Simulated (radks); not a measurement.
# Ionisation energy and size from Li to Ne

One table from this session's results is given with a row withheld; the runs are named, their logs left out.

Method: non-relativistic Kohn-Sham, BLYP, spin-unpolarised, spherical densities, point nucleus. Code: radks (a radial shooting solver on a logarithmic mesh, Libxc functionals) version 1.

## Starting point

- species: Li, Be, B, C, N, O, F, Ne
- runs: 16, each species and its next ion

The first run:

Input:

```text
Z 3
configuration [He] 2s1
relativity non-relativistic
functional b88,lyp
spin unpolarised
nucleus point
```

Among the steps run: Li, [He] 2s1; Li⁺, [He]; Be, [He] 2s2; Be⁺, [He] 2s1; B, [He] 2s2 2p1; B⁺, [He] 2s2; C, [He] 2s2 2p2; C⁺, [He] 2s2 2p1; N, [He] 2s2 2p3; N⁺, [He] 2s2 2p2; O, [He] 2s2 2p4; O⁺, [He] 2s2 2p3; F, [He] 2s2 2p5; F⁺, [He] 2s2 2p4; Ne, [Ne]; Ne⁺, [He] 2s2 2p5.

One of the session's tables, all rows but one given; the rest of the session is left out.

```
species  Δ-SCF (eV)  −ε(HOMO) (eV)  its <r> (bohr)
     Li           ?              ?               ?
     Be       9.437          5.467            2.61
      B       8.175          3.539            2.31
      C      10.832          5.241            1.80
      N      13.580          7.068            1.49
      O      16.436          9.030            1.27
      F      19.411         11.131            1.11
     Ne      22.511         13.370           0.983
```

Estimate the missing values for Li.

The run gave: Δ-SCF (eV): 5.321; −ε(HOMO) (eV): 2.754; its <r> (bohr): 3.89. In the column «Δ-SCF (eV)» it is the lowest.

Spin polarisation and multiplet splitting are left out, so open shells lie too high by an amount that depends on their filling.
